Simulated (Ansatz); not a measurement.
# SrCu2S2: the cost of one run

Computed with Ansatz 0.2.0 (reference: DFT r2SCAN, plane waves, PAW, scalar-relativistic, no spin polarisation, unless a step's input says otherwise).

## 1. Starting point

It takes space group P-3m1 (No. 164, trigonal). The conventional cell has a = 3.996 Å, b = 3.996 Å, c = 6.616 Å, α = 90.00°, β = 90.00°, γ = 120.00°. Cu (site symmetry 3m) has 4 S at 2.45 Å as nearest neighbours. Sr (site symmetry -3m) is surrounded by 6 S at 2.85 Å. Around S (site symmetry 3m) lie 4 Cu at 2.45 Å and 3 Sr at 2.85 Å.

As a file:

```
CELL_PARAMETERS angstrom
1.99820 3.46099 0.00000
-1.99820 3.46099 0.00000
0.00000 0.00000 6.61638
ATOMIC_POSITIONS crystal
Cu 0.33330 0.33340 0.37649
Cu 0.66670 0.66660 0.62351
Sr 0.00000 0.00000 0.00000
S 0.33330 0.33340 0.74630
S 0.66670 0.66660 0.25370
```

## 2. Baseline

The input, input.yaml:

```yaml
crystal:
  lattice:
    - [1.99820146, 3.46098613, 0.0]
    - [-1.99820146, 3.46098613, 0.0]
    - [0.0, 0.0, 6.6163798]
  atoms:
    - { symbol: Cu, position: [0.3333, 0.3334, 0.37649] }
    - { symbol: Cu, position: [0.6667, 0.6666, 0.62351] }
    - { symbol: Sr, position: [0.0, 0.0, 0.0] }
    - { symbol: S, position: [0.3333, 0.3334, 0.7463] }
    - { symbol: S, position: [0.6667, 0.6666, 0.2537] }
  symmetry: { tolerance: 0.0003 }
kpoints:
  mp_grid: { grid: [5, 5, 3], shift: [0, 0, 0] }
magnetization:
  spin_polarized: false
scf:
  occupations: { method: fermi_dirac }
hamiltonian:
  pseudopotentials: { kind: paw }
  xc: r2scan
basis:
  ecutwfc: 500
output:
  forces: true
  stress: true
  eigenvalues: true
  write_density: true
  write_potential: true
  elf: true
  volumetric_format: npy
```

Run with:

```console
ansatz run input.yaml --threads 1 --pin off --max-ram 2560MiB --backend cpu --events-out ev --progress --plain --runs-dir out
```

**Question.** How long does this run take on 1 thread of Intel Xeon Platinum 8488C (Sapphire Rapids), shared host, and how much memory does it need?

About 10 s, with a peak of 0.6 GiB.
